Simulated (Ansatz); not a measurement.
Consider a frozen displacement of one atom of W, space group Pbcm (the Python package of Ansatz (0.2.0)).

`w.extxyz`
```text
4
Lattice="2.809662 0.0 0.0 0.0 4.86387 0.0 0.0 0.0 4.923695" Properties=species:S:1:pos:R:3 pbc="T T T"
W     2.22854523    2.73912244    1.23092375
W     0.58111677    0.30718744    1.23092375
W     0.58111677    2.12474756    3.69277125
W     2.22854523    4.55668256    3.69277125
```

`push_w.py`
```python
"""Frozen displacement of one atom in W."""

from dataclasses import dataclass

import ansatz as az
import numpy as np


@dataclass(frozen=True)
class Options:
    xc: str = "pbesol"
    mesh: tuple[int, ...] = (8, 5, 5)
    width_ev: float = 0.1


cfg = Options()

cell = az.Crystal.from_extxyz("w.extxyz")

inverse = np.linalg.inv(np.array(cell.lattice.vectors))
home = np.array(cell.sites[3].position)
values = np.linspace(-0.05, 0.05, 5)
energies, pulls = [], []
for shift in values:
    moved = cell.move(3, to=home + shift * inverse[2])
    job = (
        moved.calculation()
        .functional(cfg.xc)
        .kpoints(*cfg.mesh)
        .occupations(az.OccupationsMethod.FERMI_DIRAC, width=cfg.width_ev)
        .forces()
    )
    rep = job.run(threads=1, pin="off").report
    energies.append(rep["free_energy_ev"])
    pulls.append(rep["forces_ev_ang"][3][2])

# the force is minus the slope of the free energy
print("shift (A)   dE (eV)   force along z (eV/A)")
for shift, e, f in zip(values, energies, pulls):
    print(f"{shift:8.3f} {e - energies[2]:10.5f} {f:12.4f}")
print(f"stiffness from energies {2 * np.polyfit(values, energies, 2)[0]:.3f}, from forces {-np.polyfit(values, pulls, 1)[0]:.3f} eV/A^2")
```

How stiff is this displacement, and do energies and forces agree?

The curvature of the energy gives 10.514 eV/Å² and the slope of the force 10.504 eV/Å², a positive curvature.

What the script printed:

```console
$ python push_w.py
DeckWarning: basis.ecutwfc = 420 eV, auto-derived from the records' recommended cutoffs: set by W (normal level)
shift (A)   dE (eV)   force along z (eV/A)
  -0.050    0.01314       0.5249
  -0.025    0.00329       0.2631
   0.000    0.00000       0.0000
   0.025    0.00329      -0.2631
   0.050    0.01314      -0.5249
stiffness from energies 10.514, from forces 10.504 eV/A^2
```
(Warnings from the package without file and line.)

What to keep in mind:
- Spin is left out of this run.
- The mesh is modest for a metal, so energies can be off by several to tens of meV an atom and pressures by half a GPa or more; differences at equal mesh fare better.
- In a metal a curvature from energy changes of a few meV or less hangs on mesh and smearing, in size and even in sign.
- Spin-orbit coupling, which matters for elements this heavy, is left out.
- This isn't the structure that W takes at ambient conditions.
- All periodic images of the atom move with it, so the curvature is one diagonal element of the zone-centre force constants and no normal mode; a positive value doesn't exclude soft modes in which several atoms move.
- Finished in 58 s on 1 thread of Arm Neoverse V2 (shared host), peak memory 0.48 GiB.
